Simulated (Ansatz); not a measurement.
# ZrB: the cost of one run

Computed with Ansatz 0.2.0 (DFT r2SCAN, scalar-relativistic, plane waves, PAW, unless a step's input says otherwise).

1 further run of the same task is left out (set aside as unsound or not needed).

## Step 1: The starting structure

The structure is cubic, space group Fm-3m (No. 225). Conventional cell: a = 4.650 Å, b = 4.650 Å, c = 4.650 Å, α = 90.00°, β = 90.00°, γ = 90.00°. Zr (site symmetry m-3m) has 6 B at 2.33 Å as nearest neighbours. B (site symmetry m-3m) is surrounded by 6 Zr at 2.33 Å.

Structure file:

```xyz
2
Lattice="0.0000 2.3250 2.3250 2.3250 0.0000 2.3250 2.3250 2.3250 0.0000" Properties=species:S:1:pos:R:3 pbc="T T T"
Zr    0.0000    0.0000    0.0000
B     2.3250    2.3250    2.3250
```

Source of the structure: the Crystallography Open Database.

## Step 2: A first look at the start

Contents of input.yaml:

```yaml
crystal:
  lattice:
    - [0.0, 2.325, 2.325]
    - [2.325, 0.0, 2.325]
    - [2.325, 2.325, 0.0]
  atoms:
    - { symbol: Zr, position: [0.0, 0.0, 0.0] }
    - { symbol: B, position: [0.5, 0.5, 0.5] }
basis:
  ecutwfc: 500
kpoints:
  mp_grid: { grid: [6, 6, 6] }
hamiltonian:
  xc: r2scan
scf:
  occupations: { method: gaussian, width: 0.1 }
output:
  forces: true
  stress: true
  eigenvalues: true
```

**Question.** How long does this run take on 1 thread of an Arm CPU, shared host, and how much memory does it need?

About 1.1 s, with a peak of 0.32 GiB.
